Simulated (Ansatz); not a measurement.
# Si3Ge: the cost of one run

Method: DFT PBE, scalar-relativistic, plane waves, PAW, in Ansatz 0.2.0.

1 further run of the same task is left out (it didn't finish).

**1. The starting structure**

It takes space group P6/mmm (No. 191, hexagonal). The conventional cell has a = 5.424 Å, b = 5.424 Å, c = 2.547 Å, α = 90.00°, β = 90.00°, γ = 120.00°. Around Si (site symmetry mmm) lie 6 Si at 2.55 to 2.71 Å and 2 Ge at 2.71 Å. Ge (site symmetry 6/mmm) has 2 Ge at 2.55 Å and 6 Si at 2.71 Å as nearest neighbours.

Coordinates:

```
CELL_PARAMETERS angstrom
5.42362 0.00000 0.00000
-2.71181 4.69699 0.00000
0.00000 0.00000 2.54655
ATOMIC_POSITIONS crystal
Si 0.00000 0.50000 0.00000
Si 0.50000 0.00000 0.00000
Si 0.50000 0.50000 0.00000
Ge 0.00000 0.00000 0.00000
```

The start is an ordering of an alloy on its end members' structure types: elements ordered on the sites of the Si type, Si/Ge on Si (P6/mmm, No. 191).

**2. The guess as it stands, on a coarse mesh**

input.yaml reads:

```yaml
crystal:
  lattice:
    - [5.42361804, 0.0, 0.0]
    - [-2.71180902, 4.69699101, 0.0]
    - [0.0, 0.0, 2.54654632]
  atoms:
    - { symbol: Si, position: [0.0, 0.5, 0.0] }
    - { symbol: Si, position: [0.5, 0.0, 0.0] }
    - { symbol: Si, position: [0.5, 0.5, 0.0] }
    - { symbol: Ge, position: [0.0, 0.0, 0.0] }
basis:
  ecutwfc: 420
kpoints:
  mp_grid: { grid: [6, 6, 6] }
hamiltonian:
  xc: pbe
scf:
  occupations: { method: gaussian, width: 0.1 }
  lower_state_search: "off"
output:
  forces: true
  stress: true
  eigenvalues: true
```

On the command line:

```console
ansatz run input.yaml --threads 1 --pin off --max-ram 2560MiB --backend cpu --events-out ev --progress --plain --runs-dir out
```

Q: Estimate wall time and peak memory on 1 thread of Intel Xeon at 2.70GHz, shared host.

About 2.3 s, with a peak of 0.36 GiB.
